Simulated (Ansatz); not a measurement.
Predict the output of the script below (Ansatz's Python interface).

The script, `transition_bahg.py`:
```python
import csv
import warnings

import ansatz
import numpy as np


def rocksalt(A, B, a):
    return ansatz.Crystal.rocksalt(A, B, a=a)


def cscl(A, B, a):
    return (
        ansatz.Lattice.cubic(a)
        .space_group(221)
        .atom(A, [0, 0, 0])
        .atom(B, [0.5, 0.5, 0.5])
    )


def solve(name, crystal, pressure=0.0):
    calc = crystal.calculation()
    calc = calc.functional(ansatz.Functional.R2SCAN)
    calc = calc.basis(21 * ansatz.Ha)
    calc = calc.kpoints(spacing=0.33).occupations("fermi_dirac", width=0.05)
    calc = calc.relax(force_tolerance=0.03, cell=True, pressure=pressure)
    return calc.run(threads=1, backend="cpu")


def volume_per_atom(outcome):
    return abs(np.linalg.det(outcome.lattice.cell_ang)) / len(outcome.lattice.sites)

warnings.simplefilter("ignore", ansatz.DeckWarning)

phases = {}
phases["rocksalt"] = rocksalt("Ba", "Hg", 6.8)
phases["CsCl"] = cscl("Ba", "Hg", 4.18)

pressures = [0, 10, 20, 30]
enthalpy, volume = {name: [] for name in phases}, {name: [] for name in phases}
for p in pressures:
    for name, crystal in phases.items():
        o = solve(name, crystal, pressure=p)
        volume[name].append(volume_per_atom(o))
        enthalpy[name].append(o.report["energy_sigma0_ev"] / len(o.lattice.sites) + p * volume[name][-1] / 160.21766)
gap = np.array(enthalpy["CsCl"]) - np.array(enthalpy["rocksalt"])
rows = [(p, va, vb, 1000 * d) for p, va, vb, d in zip(pressures, volume["rocksalt"], volume["CsCl"], gap)]
with open("transition.csv", "w", newline="") as handle:
    writer = csv.writer(handle)
    writer.writerow(["P (GPa)", "V rocksalt (A^3/atom)", "V CsCl (A^3/atom)", "H(CsCl) - H(rocksalt) (meV/atom)"])
    writer.writerows([round(v, 4) if isinstance(v, float) else v for v in row] for row in rows)
print(open("transition.csv").read())
crossings = [p0 - g0 * (p1 - p0) / (g1 - g0) for p0, p1, g0, g1 in zip(pressures, pressures[1:], gap, gap[1:]) if g0 * g1 < 0]
print("crossing near", [round(float(p), 1) for p in crossings], "GPa") if crossings else print("no crossing in this range")
```

Running `python transition_bahg.py` prints:
```text
P (GPa),V rocksalt (A^3/atom),V CsCl (A^3/atom),H(CsCl) - H(rocksalt) (meV/atom)
0,43.6077,36.1438,-159.6953
10,33.143,29.0065,-504.7365
20,28.4759,25.7815,-707.7932
30,25.9694,23.758,-857.9749

no crossing in this range
```

Caveats:
- Absolute energies stand on the zero of these potentials, so only differences at equal settings mean something.
- At a fixed pressure a relaxation lowers the enthalpy F + PV, while F alone can rise.
- For the metals among these phases the mesh is modest: differences between phases can be off by up to 40 meV an atom.
- Spin-orbit coupling, which matters for elements this heavy, is left out.
- Only these two structures are compared, at zero temperature and with their symmetry kept; either may be hypothetical, and another phase may be lower than both. Differences under about 40 meV an atom lie within the error of mesh and functional.
- The cells are prototypes set up for this calculation and needn't exist.
- Finished in 2.7 min on 1 thread of Arm Neoverse V1 (shared host), peak memory 0.71 GiB.
